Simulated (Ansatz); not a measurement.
Working through a phonon calculation by finite displacements of LiRe3, space group Fm-3m

With the Python package of Ansatz (0.2.0).

The cells in order, each with its output:

In [1]:
```python
from pathlib import Path

import ansatz as az
import numpy as np
from pymatgen.core import Lattice, Structure
from pymatgen.io.ase import AseAtomsAdaptor
```

In [2]:
```python
pmg_structure = Structure(
    Lattice([(0.0, 3.052881, 3.052881), (3.052881, 0.0, 3.052881), (3.052881, 3.052881, 0.0)]),
    ['Li', 'Re', 'Re', 'Re'],
    [
        (0.0, 0.0, 0.0),
        (0.75, 0.75, 0.75),
        (0.25, 0.25, 0.25),
        (0.5, 0.5, 0.5),
    ],
)
lire3 = az.Crystal.from_ase(AseAtomsAdaptor.get_atoms(pmg_structure))
```

In [3]:
```python
# the cell itself: zone-centre modes alone
setup = (
    lire3.calculation()
    .pseudopotentials('paw')
    .occupations('Marzari-Vanderbilt', width=0.15)  # fractional filling near the Fermi level
    .kpoints(8, 8, 8)
    .phonons('fd', supercell=1)
)
done = setup.run(threads=1, runs_dir='out')
folder = Path(done.output_folder) / 'results'
ph = done.phonons
```
```text
DeckWarning: basis.ecutwfc = 420 eV, auto-derived from the records' recommended cutoffs: set by Li (normal level)
```

In [4]:
```python
for mode, w in enumerate(ph.gamma_omega_inv_cm, start=1):
    print(f'Gamma mode {mode:2d}: {w:8.1f} 1/cm  {w / 33.35641:7.3f} THz')
print(f'{ph.n_members} displaced supercells, sum-rule residual {ph.asr_residual_pre_ev_ang2:.1e} eV/A^2')
optical = np.sort(ph.gamma_omega_inv_cm)
print('imaginary modes at Gamma:', int((optical < -10).sum()), '- highest mode', round(float(optical[-1]), 1), '1/cm')
```
```text
Gamma mode  1:      0.0 1/cm    0.000 THz
Gamma mode  2:      0.0 1/cm    0.000 THz
Gamma mode  3:      0.0 1/cm    0.000 THz
Gamma mode  4:    143.8 1/cm    4.311 THz
Gamma mode  5:    143.8 1/cm    4.311 THz
Gamma mode  6:    143.8 1/cm    4.311 THz
Gamma mode  7:    147.0 1/cm    4.408 THz
Gamma mode  8:    147.0 1/cm    4.408 THz
Gamma mode  9:    147.0 1/cm    4.408 THz
Gamma mode 10:    474.4 1/cm   14.221 THz
Gamma mode 11:    474.4 1/cm   14.221 THz
Gamma mode 12:    474.4 1/cm   14.221 THz
3 displaced supercells, sum-rule residual 1.1e-03 eV/A^2
imaginary modes at Gamma: 0 - highest mode 474.4 1/cm
```

Notes:
- Spin is left out of this run.
- The cell isn't relaxed first, so the values belong to this volume.
- The mesh is modest for a metal, so energies can be off by several to tens of meV an atom and pressures by half a GPa or more; differences at equal mesh fare better.
- Spin-orbit coupling, which matters for elements this heavy, is left out.
- No functional is typed, so the default, PBE, holds.
- The structure comes from a database of computed cells and needn't be a stable or known phase.
- Warnings are shown shortened and without file and line.
- The structure is taken as given and the supercell is small; imaginary modes can come from an unrelaxed or unstable start. Phonons of metals also depend on mesh and smearing.
- It ran for 30 s on 1 thread of Arm Neoverse V1, on a shared host, peak memory 0.58 GiB.
